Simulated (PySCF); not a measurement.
# I⁺: excitation energy in dyall-av2z

Aim: the excitation energy of iodine from differences of total energies, at each level of theory, and how far each lands from the tabulated value where there is one.

Program: PySCF 2.14.0. Level of theory: unrestricted determinants in a Gaussian basis, no spin-orbit coupling in the energies. These are calculated values, not measurements, unless marked.

## Step 1: The atom as given

* Element: iodine (Z = 53)
* Basis: dyall-av2z
* Hamiltonian: the non-relativistic Hamiltonian (point nucleus)
* State 1: I⁺: [Kr] 4d10 5s2 5p3 6s1, high-spin 5S determinant (an excited configuration)
* Needed too, but not shown: I⁺ [Kr] 4d10 5s2 5p4 (3P)
* Methods: UHF, LDA, PBE, PBE0, r2SCAN, revPBE, PW91, wB97X, MP2
* Core shells frozen in the correlated runs: valence: [Kr] 4d10 (for I⁺)

Outer shells as boxes (Hund's rule):

I+ [Kr] 4d10 5s2 5p3 6s1
```
[Kr] core
4d [↑↓][↑↓][↑↓][↑↓][↑↓]
5s [↑↓]
5p [↑ ][↑ ][↑ ]
6s [↑ ]
```

One driver process ran all states and methods and kept the integrals in memory. Each run is shown as a PySCF script that sums up its settings (the driver passes frozen orbitals as a list and adds second-order terms of double hybrids); the logs are those of the runs themselves. The driver starts from symmetry-adapted Hartree-Fock orbitals, holds the occupation by maximum overlap and uses a logarithmic radial grid for functionals, so a plain start would take other cycles.

The integrals over 130 functions and the set-up took 1.9 s of CPU time.

## Step 2: I⁺ [Kr] 4d10 5s2 5p3 6s1, method by method

**UHF**

File input.py:

```python
from pyscf import gto, scf, dft, mp, cc
import basis_set_exchange as bse
mol = gto.M(atom="I 0 0 0", charge=1, spin=4, symmetry="D2h",
            basis=gto.basis.parse(bse.get_basis("dyall-av2z", elements=["I"], fmt="nwchem")))
mf = scf.UHF(mol)
mf.irrep_nelec = {'Ag': (10, 9), 'B1g': (2, 2), 'B2g': (2, 2), 'B3g': (2, 2), 'B1u': (4, 3), 'B2u': (4, 3), 'B3u': (4, 3)}
mf.kernel()
```

The log of the run:

```text
damping factor = 0
level_shift factor = 0
DIIS = <class 'pyscf.scf.diis.CDIIS'>
diis_start_cycle = 1
diis_space = 10
diis_damp = 0
SCF conv_tol = 1e-09
SCF conv_tol_grad = None
number electrons alpha = 28  beta = 24
cycle= 1 E= -6917.27930602554  delta_E= -2.86e-10  |g|= 7.09e-06  |ddm|= 8.94e-05
converged SCF energy = -6917.27930602554  <S^2> = 6.001161  2S+1 = 5.0004644
```

It used 7.1 s of CPU time after the integrals (shared host).

The occupied shells:

```csv
shell,electrons,mean orbital energy (eV),spread (eV),rms radius (bohr)
1s α,1,-32047.1,0,0.0332
1s β,1,-32046.9,0,0.0332
2s α,1,-4938.0,0,0.134
2s β,1,-4937.9,0,0.134
2p α,3,-4630.8,0,0.116
2p β,3,-4630.6,0,0.116
3s α,1,-1046.4,0,0.348
3s β,1,-1046.1,0,0.348
3p α,3,-915.45,0,0.341
3p β,3,-915.06,0,0.341
3d α,5,-674.91,0,0.313
3d β,5,-674.74,0,0.313
4s α,1,-211.43,0,0.816
4s β,1,-210.66,0,0.816
4p α,3,-163.17,0,0.858
4p β,3,-162.33,0,0.858
4d α,5,-79.444,0,0.983
4d β,5,-78.881,0,0.983
5s α,1,-37.724,0,2.10
5s β,1,-29.499,0,2.10
5p α,3,-24.331,0,2.42
6s α,1,-8.349,0,5.08
```

⟨S²⟩ = 6.001, ⟨L²⟩ = 0.00.

Spin-orbit constants on these orbitals (cm⁻¹; bare nucleus, screened nucleus, mean field): 5p 5061, 4870, 4731.

A non-relativistic calculation at this Z misses sizeable relativistic shifts.

**LDA**

Changes to input.py:

```diff
@@ -4,3 +4,3 @@
             basis=gto.basis.parse(bse.get_basis("dyall-av2z", elements=["I"], fmt="nwchem")))
-mf = scf.UHF(mol)
+mf = dft.UKS(mol, xc="LDA,VWN")
 mf.irrep_nelec = {'Ag': (10, 9), 'B1g': (2, 2), 'B2g': (2, 2), 'B3g': (2, 2), 'B1u': (4, 3), 'B2u': (4, 3), 'B3u': (4, 3)}
```

The log of the run:

```text
damping factor = 0
level_shift factor = 0
DIIS = <class 'pyscf.scf.diis.CDIIS'>
diis_start_cycle = 1
diis_space = 10
diis_damp = 0
SCF conv_tol = 1e-09
SCF conv_tol_grad = None
number electrons alpha = 28  beta = 24
XC functionals = LDA,VWN
    P. A. M. Dirac.,  Math. Proc. Cambridge Philos. Soc. 26, 376 (1930)
    F. Bloch.,  Z. Phys. 57, 545 (1929)
    S. H. Vosko, L. Wilk, and M. Nusair.,  Can. J. Phys. 58, 1200 (1980)
cycle= 1 E= -6914.00216449207  delta_E= -0.0493  |g|= 0.0642  |ddm|= 1.03
cycle= 2 E= -6914.00232628408  delta_E= -0.000162  |g|= 0.0197  |ddm|= 0.156
cycle= 3 E= -6914.00237811766  delta_E= -5.18e-05  |g|= 0.0147  |ddm|= 0.0653
cycle= 4 E= -6914.00239640091  delta_E= -1.83e-05  |g|= 0.000636  |ddm|= 0.0127
cycle= 5 E= -6914.00239647305  delta_E= -7.21e-08  |g|= 1.44e-05  |ddm|= 0.00155
cycle= 6 E= -6914.00239647308  delta_E= -2.73e-11  |g|= 7.97e-07  |ddm|= 2.52e-05
converged SCF energy = -6914.00239647308  <S^2> = 6.0003462  2S+1 = 5.0001385
```

CPU time 1.9 s on a shared host, the integrals not counted.

**PBE**

Changes to input.py:

```diff
@@ -4,3 +4,3 @@
             basis=gto.basis.parse(bse.get_basis("dyall-av2z", elements=["I"], fmt="nwchem")))
-mf = dft.UKS(mol, xc="LDA,VWN")
+mf = dft.UKS(mol, xc="PBE")
 mf.irrep_nelec = {'Ag': (10, 9), 'B1g': (2, 2), 'B2g': (2, 2), 'B3g': (2, 2), 'B1u': (4, 3), 'B2u': (4, 3), 'B3u': (4, 3)}
```

The log of the run:

```text
damping factor = 0
level_shift factor = 0
DIIS = <class 'pyscf.scf.diis.CDIIS'>
diis_start_cycle = 1
diis_space = 10
diis_damp = 0
SCF conv_tol = 1e-09
SCF conv_tol_grad = None
number electrons alpha = 28  beta = 24
XC functionals = PBE
    J. P. Perdew, K. Burke, and M. Ernzerhof.,  Phys. Rev. Lett. 77, 3865 (1996)
    J. P. Perdew, K. Burke, and M. Ernzerhof.,  Phys. Rev. Lett. 78, 1396 (1997)
    J. P. Perdew, K. Burke, and M. Ernzerhof.,  Phys. Rev. Lett. 77, 3865 (1996)
    J. P. Perdew, K. Burke, and M. Ernzerhof.,  Phys. Rev. Lett. 78, 1396 (1997)
cycle= 1 E= -6919.27879271444  delta_E= -0.0283  |g|= 0.0374  |ddm|= 0.841
cycle= 2 E= -6919.27890613162  delta_E= -0.000113  |g|= 0.035  |ddm|= 0.142
cycle= 3 E= -6919.27904883784  delta_E= -0.000143  |g|= 0.00435  |ddm|= 0.0474
cycle= 4 E= -6919.27904972123  delta_E= -8.83e-07  |g|= 0.000477  |ddm|= 0.00957
cycle= 5 E= -6919.27904975477  delta_E= -3.35e-08  |g|= 1.05e-05  |ddm|= 0.00047
cycle= 6 E= -6919.27904975483  delta_E= -5.82e-11  |g|= 2.45e-06  |ddm|= 3.71e-05
converged SCF energy = -6919.27904975483  <S^2> = 6.0004675  2S+1 = 5.000187
```

It used 2.9 s of CPU time after the integrals (shared host).

**PBE0**

Changes to input.py:

```diff
@@ -4,3 +4,3 @@
             basis=gto.basis.parse(bse.get_basis("dyall-av2z", elements=["I"], fmt="nwchem")))
-mf = dft.UKS(mol, xc="PBE")
+mf = dft.UKS(mol, xc="PBE0")
 mf.irrep_nelec = {'Ag': (10, 9), 'B1g': (2, 2), 'B2g': (2, 2), 'B3g': (2, 2), 'B1u': (4, 3), 'B2u': (4, 3), 'B3u': (4, 3)}
```

The log of the run:

```text
damping factor = 0
level_shift factor = 0
DIIS = <class 'pyscf.scf.diis.CDIIS'>
diis_start_cycle = 1
diis_space = 10
diis_damp = 0
SCF conv_tol = 1e-09
SCF conv_tol_grad = None
number electrons alpha = 28  beta = 24
XC functionals = PBE0
    C. Adamo and V. Barone.,  J. Chem. Phys. 110, 6158 (1999)
    M. Ernzerhof and G. E. Scuseria.,  J. Chem. Phys. 110, 5029 (1999)
cycle= 1 E= -6919.46588502788  delta_E= -0.0158  |g|= 0.0328  |ddm|= 0.619
cycle= 2 E= -6919.46596881078  delta_E= -8.38e-05  |g|= 0.0275  |ddm|= 0.055
cycle= 3 E= -6919.4660384622  delta_E= -6.97e-05  |g|= 0.00246  |ddm|= 0.027
cycle= 4 E= -6919.46603872545  delta_E= -2.63e-07  |g|= 0.000338  |ddm|= 0.00605
cycle= 5 E= -6919.46603874515  delta_E= -1.97e-08  |g|= 1.49e-05  |ddm|= 0.000865
cycle= 6 E= -6919.46603874545  delta_E= -2.93e-10  |g|= 2.58e-06  |ddm|= 0.000251
converged SCF energy = -6919.46603874545  <S^2> = 6.0005369  2S+1 = 5.0002148
```

It used 5.2 s of CPU time after the integrals (shared host).

**r2SCAN**

Changes to input.py:

```diff
@@ -4,3 +4,3 @@
             basis=gto.basis.parse(bse.get_basis("dyall-av2z", elements=["I"], fmt="nwchem")))
-mf = dft.UKS(mol, xc="PBE0")
+mf = dft.UKS(mol, xc="R2SCAN")
 mf.irrep_nelec = {'Ag': (10, 9), 'B1g': (2, 2), 'B2g': (2, 2), 'B3g': (2, 2), 'B1u': (4, 3), 'B2u': (4, 3), 'B3u': (4, 3)}
```

The log of the run:

```text
damping factor = 0
level_shift factor = 0
DIIS = <class 'pyscf.scf.diis.CDIIS'>
diis_start_cycle = 1
diis_space = 10
diis_damp = 0
SCF conv_tol = 1e-09
SCF conv_tol_grad = None
number electrons alpha = 28  beta = 24
XC functionals = R2SCAN
    J. W. Furness, A. D. Kaplan, J. Ning, J. P. Perdew, and J. Sun.,  J. Phys. Chem. Lett. 11, 8208-8215 (2020)
    J. W. Furness, A. D. Kaplan, J. Ning, J. P. Perdew, and J. Sun.,  J. Phys. Chem. Lett. 11, 9248-9248 (2020)
    J. W. Furness, A. D. Kaplan, J. Ning, J. P. Perdew, and J. Sun.,  J. Phys. Chem. Lett. 11, 8208-8215 (2020)
    J. W. Furness, A. D. Kaplan, J. Ning, J. P. Perdew, and J. Sun.,  J. Phys. Chem. Lett. 11, 9248-9248 (2020)
cycle= 1 E= -6919.82979760499  delta_E= -0.0156  |g|= 0.0263  |ddm|= 0.469
cycle= 2 E= -6919.82984105716  delta_E= -4.35e-05  |g|= 0.00711  |ddm|= 0.0496
cycle= 3 E= -6919.82984782356  delta_E= -6.77e-06  |g|= 0.00424  |ddm|= 0.0233
cycle= 4 E= -6919.82984945858  delta_E= -1.64e-06  |g|= 0.000465  |ddm|= 0.00364
cycle= 5 E= -6919.82984947558  delta_E= -1.7e-08  |g|= 2.99e-05  |ddm|= 0.000792
cycle= 6 E= -6919.82984947653  delta_E= -9.54e-10  |g|= 4e-06  |ddm|= 0.000205
converged SCF energy = -6919.82984947653  <S^2> = 6.0007227  2S+1 = 5.0002891
```

CPU time 7.3 s on a shared host, the integrals not counted.

**revPBE**

Changes to input.py:

```diff
@@ -4,3 +4,3 @@
             basis=gto.basis.parse(bse.get_basis("dyall-av2z", elements=["I"], fmt="nwchem")))
-mf = dft.UKS(mol, xc="R2SCAN")
+mf = dft.UKS(mol, xc="PBE_R,PBE")
 mf.irrep_nelec = {'Ag': (10, 9), 'B1g': (2, 2), 'B2g': (2, 2), 'B3g': (2, 2), 'B1u': (4, 3), 'B2u': (4, 3), 'B3u': (4, 3)}
```

The log of the run:

```text
damping factor = 0
level_shift factor = 0
DIIS = <class 'pyscf.scf.diis.CDIIS'>
diis_start_cycle = 1
diis_space = 10
diis_damp = 0
SCF conv_tol = 1e-09
SCF conv_tol_grad = None
number electrons alpha = 28  beta = 24
XC functionals = PBE_R,PBE
    Y. Zhang and W. Yang.,  Phys. Rev. Lett. 80, 890 (1998)
    J. P. Perdew, K. Burke, and M. Ernzerhof.,  Phys. Rev. Lett. 77, 3865 (1996)
    J. P. Perdew, K. Burke, and M. Ernzerhof.,  Phys. Rev. Lett. 78, 1396 (1997)
cycle= 1 E= -6919.50807364389  delta_E= -0.0264  |g|= 0.0385  |ddm|= 0.781
cycle= 2 E= -6919.50818922369  delta_E= -0.000116  |g|= 0.0369  |ddm|= 0.14
cycle= 3 E= -6919.50834375618  delta_E= -0.000155  |g|= 0.00415  |ddm|= 0.0479
cycle= 4 E= -6919.50834475278  delta_E= -9.97e-07  |g|= 0.000418  |ddm|= 0.0102
cycle= 5 E= -6919.50834477884  delta_E= -2.61e-08  |g|= 1.14e-05  |ddm|= 0.00046
cycle= 6 E= -6919.50834477893  delta_E= -9e-11  |g|= 2.75e-06  |ddm|= 6.59e-05
converged SCF energy = -6919.50834477893  <S^2> = 6.0005366  2S+1 = 5.0002146
```

It used 2.9 s of CPU time after the integrals (shared host).

**PW91**

Changes to input.py:

```diff
@@ -4,3 +4,3 @@
             basis=gto.basis.parse(bse.get_basis("dyall-av2z", elements=["I"], fmt="nwchem")))
-mf = dft.UKS(mol, xc="PBE_R,PBE")
+mf = dft.UKS(mol, xc="PW91,PW91")
 mf.irrep_nelec = {'Ag': (10, 9), 'B1g': (2, 2), 'B2g': (2, 2), 'B3g': (2, 2), 'B1u': (4, 3), 'B2u': (4, 3), 'B3u': (4, 3)}
```

The log of the run:

```text
damping factor = 0
level_shift factor = 0
DIIS = <class 'pyscf.scf.diis.CDIIS'>
diis_start_cycle = 1
diis_space = 10
diis_damp = 0
SCF conv_tol = 1e-09
SCF conv_tol_grad = None
number electrons alpha = 28  beta = 24
XC functionals = PW91,PW91
    J. P. Perdew. In P. Ziesche and H. Eschrig, editors, Proceedings of the 75. WE-Heraeus-Seminar and 21st Annual International Symposium on Electronic Structure of Solids, 11. Berlin, 1991. Akademie Verlag.
    J. P. Perdew, J. A. Chevary, S. H. Vosko, K. A. Jackson, M. R. Pederson, D. J. Singh, and C. Fiolhais.,  Phys. Rev. B 46, 6671 (1992)
    J. P. Perdew, J. A. Chevary, S. H. Vosko, K. A. Jackson, M. R. Pederson, D. J. Singh, and C. Fiolhais.,  Phys. Rev. B 48, 4978 (1993)
    J. P. Perdew. In P. Ziesche and H. Eschrig, editors, Proceedings of the 75. WE-Heraeus-Seminar and 21st Annual International Symposium on Electronic Structure of Solids, 11. Berlin, 1991. Akademie Verlag.
    J. P. Perdew, J. A. Chevary, S. H. Vosko, K. A. Jackson, M. R. Pederson, D. J. Singh, and C. Fiolhais.,  Phys. Rev. B 46, 6671 (1992)
    J. P. Perdew, J. A. Chevary, S. H. Vosko, K. A. Jackson, M. R. Pederson, D. J. Singh, and C. Fiolhais.,  Phys. Rev. B 48, 4978 (1993)
cycle= 1 E= -6920.22816752831  delta_E= -0.0307  |g|= 0.0476  |ddm|=  0.9
cycle= 2 E= -6920.22829482299  delta_E= -0.000127  |g|= 0.0485  |ddm|= 0.159
cycle= 3 E= -6920.2285267758  delta_E= -0.000232  |g|= 0.00295  |ddm|= 0.0544
cycle= 4 E= -6920.2285283216  delta_E= -1.55e-06  |g|= 0.000798  |ddm|= 0.0132
cycle= 5 E= -6920.22852841858  delta_E= -9.7e-08  |g|= 1.3e-05  |ddm|= 0.00109
cycle= 6 E= -6920.22852841868  delta_E= -9.82e-11  |g|= 2.97e-06  |ddm|= 4.85e-05
converged SCF energy = -6920.22852841868  <S^2> = 6.0004668  2S+1 = 5.0001867
```

CPU time 2.9 s on a shared host, the integrals not counted.

**wB97X**

Changes to input.py:

```diff
@@ -4,3 +4,3 @@
             basis=gto.basis.parse(bse.get_basis("dyall-av2z", elements=["I"], fmt="nwchem")))
-mf = dft.UKS(mol, xc="PW91,PW91")
+mf = dft.UKS(mol, xc="WB97X")
 mf.irrep_nelec = {'Ag': (10, 9), 'B1g': (2, 2), 'B2g': (2, 2), 'B3g': (2, 2), 'B1u': (4, 3), 'B2u': (4, 3), 'B3u': (4, 3)}
```

The log of the run:

```text
damping factor = 0
level_shift factor = 0
DIIS = <class 'pyscf.scf.diis.CDIIS'>
diis_start_cycle = 1
diis_space = 10
diis_damp = 0
SCF conv_tol = 1e-09
SCF conv_tol_grad = None
number electrons alpha = 28  beta = 24
XC functionals = WB97X
    J.-D. Chai and M. Head-Gordon.,  J. Chem. Phys. 128, 084106 (2008)
cycle= 1 E= -6919.9427266695  delta_E= -0.019  |g|= 0.0387  |ddm|= 0.441
cycle= 2 E= -6919.94284029341  delta_E= -0.000114  |g|= 0.029  |ddm|= 0.0612
cycle= 3 E= -6919.94289605179  delta_E= -5.58e-05  |g|= 0.00166  |ddm|= 0.0206
cycle= 4 E= -6919.94289654049  delta_E= -4.89e-07  |g|= 0.000406  |ddm|= 0.00914
cycle= 5 E= -6919.94289659526  delta_E= -5.48e-08  |g|= 6.24e-05  |ddm|= 0.00259
cycle= 6 E= -6919.94289659951  delta_E= -4.25e-09  |g|= 1.06e-05  |ddm|= 0.00096
cycle= 7 E= -6919.94289659965  delta_E= -1.38e-10  |g|= 1.2e-06  |ddm|= 0.000132
converged SCF energy = -6919.94289659965  <S^2> = 6.0006761  2S+1 = 5.0002704
```

CPU time 8.8 s on a shared host, the integrals not counted.

**MP2 (valence)**

Changes to input.py:

```diff
@@ -4,4 +4,5 @@
             basis=gto.basis.parse(bse.get_basis("dyall-av2z", elements=["I"], fmt="nwchem")))
-mf = dft.UKS(mol, xc="WB97X")
+mf = scf.UHF(mol)
 mf.irrep_nelec = {'Ag': (10, 9), 'B1g': (2, 2), 'B2g': (2, 2), 'B3g': (2, 2), 'B1u': (4, 3), 'B2u': (4, 3), 'B3u': (4, 3)}
 mf.kernel()
+mp.UMP2(mf, frozen=23).kernel()
```

No log was kept for this step.

CPU time 1.5 s on a shared host, the integrals not counted.

With 6 electrons correlated, the MP2 correlation energy is -0.06963 hartree (-0.02291 same spin, -0.04672 opposite spin); the SCS form gives -0.06370. Largest pairs of shells: 5s-5p -0.0365, 5p-5p -0.0128, 5p-6s -0.0082, 5s-6s -0.0061, 5s-5s -0.0060.

Radial density 4πr²ρ of I⁺ at UHF:

```
r (bohr)  density  spin density
0.000525    0.344         0.000
0.000883    0.938         0.000
 0.00149     2.49         0.000
 0.00250     6.33         0.000
 0.00420     14.9         0.001
 0.00707     31.2         0.002
  0.0119     53.4         0.004
  0.0200     66.7         0.012
  0.0336     60.0         0.039
  0.0566     69.0         0.080
  0.0952     86.8         0.027
   0.160     63.6         0.030
   0.269     72.3         0.138
   0.453     26.6         0.111
   0.762     27.9         0.192
    1.28     8.44         0.609
    2.16     3.06         1.759
    3.63    0.597         0.500
    6.10    0.178         0.178
    10.3  0.00114         0.001
```

## Step 3: The energy differences

Excitation energy: I⁺ [Kr] 4d10 5s2 5p4 (3P) → I⁺ [Kr] 4d10 5s2 5p3 6s1 (5S).

```
           method  value (eV)  less the reference (eV)
              UHF       9.283                   -0.382
              LDA       9.852                   +0.187
              PBE       9.687                   +0.022
             PBE0       9.817                   +0.152
           r2SCAN      10.032                   +0.367
           revPBE       9.678                   +0.013
             PW91       9.728                   +0.063
            wB97X      10.497                   +0.832
    MP2 (valence)       9.283                   -0.382
SCS-MP2 (valence)       9.426                   -0.239
```

Reference: 9.665 eV (measured; NIST levels, between the centres of gravity of the two terms). The calculation is non-relativistic, which matters at this Z.

The differences also use runs on I⁺ [Kr] 4d10 5s2 5p4 (3P), which are not shown here.

## Step 4: What came out

```
                                     quantity                                               value
excitation energy, I⁺ → [Kr] 4d10 5s2 5p3 6s1  UHF 9.283, MP2 (valence) 9.283 eV; reference 9.665
```

In words: The methods span 1.213 eV, from UHF (9.283) to wB97X (10.497). The reference is uncertain or not like for like (spin-orbit coupling or other relativistic terms), so no ranking of close methods is drawn. All values hold for this basis alone; no basis-set limit was taken.
